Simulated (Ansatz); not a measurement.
Molecular dynamics of Sr3Ti3HNO9

The input (input.yaml):

```yaml
accuracy: low
crystal:
  lattice:
    - [5.533395, 0.0, 0.0]
    - [2.766698, 4.792061, 0.0]
    - [0.0, 0.0, 18.647498]
  atoms:
    - { symbol: Sr, position: [0.0, 0.0, 0.0536265] }
    - { symbol: Ti, position: [0.3333333, 0.3333333, 0.1141976] }
    - { symbol: O, position: [0.5, 0.0, 0.0536265] }
    - { symbol: O, position: [0.5, 0.5, 0.0536265] }
    - { symbol: O, position: [0.0, 0.5, 0.0536265] }
    - { symbol: Sr, position: [0.6666667, 0.6666667, 0.1747687] }
    - { symbol: Ti, position: [1.0, 0.0, 0.2353398] }
    - { symbol: O, position: [0.1666667, 0.6666667, 0.1747687] }
    - { symbol: O, position: [0.1666667, 0.1666667, 0.1747687] }
    - { symbol: O, position: [0.6666667, 0.1666667, 0.1747687] }
    - { symbol: Sr, position: [0.3333333, 0.3333333, 0.2959109] }
    - { symbol: Ti, position: [0.6666667, 0.6666667, 0.356482] }
    - { symbol: O, position: [0.8333333, 0.3333333, 0.2959109] }
    - { symbol: O, position: [0.8333333, 0.8333333, 0.2959109] }
    - { symbol: O, position: [0.3333333, 0.8333333, 0.2959109] }
    - { symbol: "N", position: [0.0986158, 0.09038, 0.4740266] }
    - { symbol: H, position: [0.1033177, 0.0704217, 0.5292619] }
basis:
  ecutwfc: 420.0
kpoints:
  mp_grid: { grid: [2, 2, 1] }
hamiltonian:
  xc: pbe
  pseudopotentials: { kind: paw, azcp: { folder: soft_1 } }
scf:
  occupations: { method: fermi_dirac, width: 0.02 }
  lower_state_search: "off"
md:
  timestep: 0.5
  n_steps: 180
  ensemble: nve
  initial_velocities: zero
  seed: 715757
  initial_site_velocities:
    - { site: 15, velocity: [0.0, 0.0, -0.022673] }
    - { site: 16, velocity: [0.0, 0.0, -0.022673] }
  constraints: [{ sites: [0, 1, 2, 3, 4] }]
```

Command:

```bash
$ ansatz run input.yaml --threads 1 --pin off --max-ram 3072MiB --backend cpu --events-out ev --progress --plain --runs-dir out
```

It starts from an unrelaxed structure (largest force component 4.26 eV/Å).

Output, in part (step lines):

```
md step     0: t =     0.00 fs  T =   257.9 K  F+E_penalty+E_count = -23649.39694218 eV  E_kin = 0.399993 eV  conserved = -23648.99694952 eV  (34 SCF iters)
md step     1: t =     0.50 fs  T =   271.9 K  F+E_penalty+E_count = -23649.41864353 eV  E_kin = 0.421687 eV  conserved = -23648.99695603 eV  (14 SCF iters)
md step     2: t =     1.00 fs  T =   292.4 K  F+E_penalty+E_count = -23649.45052439 eV  E_kin = 0.453554 eV  conserved = -23648.99697060 eV  (12 SCF iters)
md step     3: t =     1.50 fs  T =   319.4 K  F+E_penalty+E_count = -23649.49235250 eV  E_kin = 0.495361 eV  conserved = -23648.99699110 eV  (12 SCF iters)
md step     4: t =     2.00 fs  T =   352.5 K  F+E_penalty+E_count = -23649.54380212 eV  E_kin = 0.546787 eV  conserved = -23648.99701480 eV  (12 SCF iters)
md step     5: t =     2.50 fs  T =   391.6 K  F+E_penalty+E_count = -23649.60449654 eV  E_kin = 0.607457 eV  conserved = -23648.99703969 eV  (6 SCF iters)
md step     6: t =     3.00 fs  T =   436.4 K  F+E_penalty+E_count = -23649.67403893 eV  E_kin = 0.676973 eV  conserved = -23648.99706569 eV  (5 SCF iters)
md step     7: t =     3.50 fs  T =   486.7 K  F+E_penalty+E_count = -23649.75202048 eV  E_kin = 0.754927 eV  conserved = -23648.99709367 eV  (6 SCF iters)
[... lines left out ...]
md step   180: t =    90.00 fs  T =  2078.2 K  F+E_penalty+E_count = -23652.22156765 eV  E_kin = 3.223607 eV  conserved = -23648.99796108 eV  (19 SCF iters)
```

The steps, from the saved trajectory:

```
time (fs)  T (K)  potential energy less start (eV)  conserved less start (meV/atom)
      0.0    258                             0.000                             0.00
      3.0    436                            -0.277                            -0.01
      6.0    808                            -0.853                            -0.02
      9.0   1271                            -1.572                            -0.05
     12.0   1653                            -2.166                            -0.09
     15.0   1757                            -2.327                            -0.11
     18.0   1545                            -1.998                            -0.06
     21.0   1315                            -1.639                             0.01
     24.0   1412                            -1.790                            -0.01
     27.0   1740                            -2.301                            -0.08
     30.0   1933                            -2.599                            -0.10
     33.0   1810                            -2.410                            -0.08
     36.0   1465                            -1.873                            -0.05
     39.0   1109                            -1.321                            -0.01
     42.0    938                            -1.054                             0.00
     45.0   1052                            -1.231                             0.00
     48.0   1428                            -1.816                            -0.03
     51.0   1917                            -2.575                            -0.08
     54.0   2245                            -3.084                            -0.12
     57.0   2236                            -3.070                            -0.11
     60.0   1984                            -2.678                            -0.07
     63.0   1710                            -2.253                            -0.04
     66.0   1554                            -2.012                            -0.04
     69.0   1478                            -1.894                            -0.05
     72.0   1417                            -1.799                            -0.04
     75.0   1398                            -1.769                            -0.03
     78.0   1481                            -1.898                            -0.03
     81.0   1660                            -2.175                            -0.04
     84.0   1854                            -2.476                            -0.06
     87.0   1995                            -2.696                            -0.06
     90.0   2078                            -2.825                            -0.06
```

All steps were run. The conserved energy stayed within 0.12 meV per atom of its start (net change -0.059 meV per atom), so the integration is sound. A run of 0.09 ps of so small a system gives no equilibrium averages. Limits of this set-up: coarse k mesh, thin slab, slab without dipole correction, low accuracy level.

Mean squared displacements from the first frame to the last: Sr 0.09 Å², Ti 0.03 Å², O 0.06 Å², N 3.34 Å², H 3.98 Å².

Last frame:

```xyz
17
Lattice="5.5334 0.0000 0.0000 2.7667 4.7921 0.0000 0.0000 0.0000 18.6475" Properties=species:S:1:pos:R:3
Sr 0.000 0.000 1.000
Ti 2.767 1.597 2.130
O 2.767 0.000 1.000
O 4.150 2.396 1.000
O 1.383 2.396 1.000
Sr 5.523 3.190 2.746
Ti 5.462 -0.006 4.623
O 2.557 3.127 3.269
O 1.307 0.798 3.371
O 3.984 0.722 3.338
Sr 2.763 1.608 5.507
Ti 5.412 3.284 6.780
O 5.360 1.555 5.840
O 6.935 3.932 6.047
O 4.126 3.760 5.526
N 2.339 0.655 7.886
H 1.282 0.755 7.988
```

Run time: 32 min on 1 thread of Arm Neoverse V1, with other jobs on the host, peak memory 0.83 GiB.
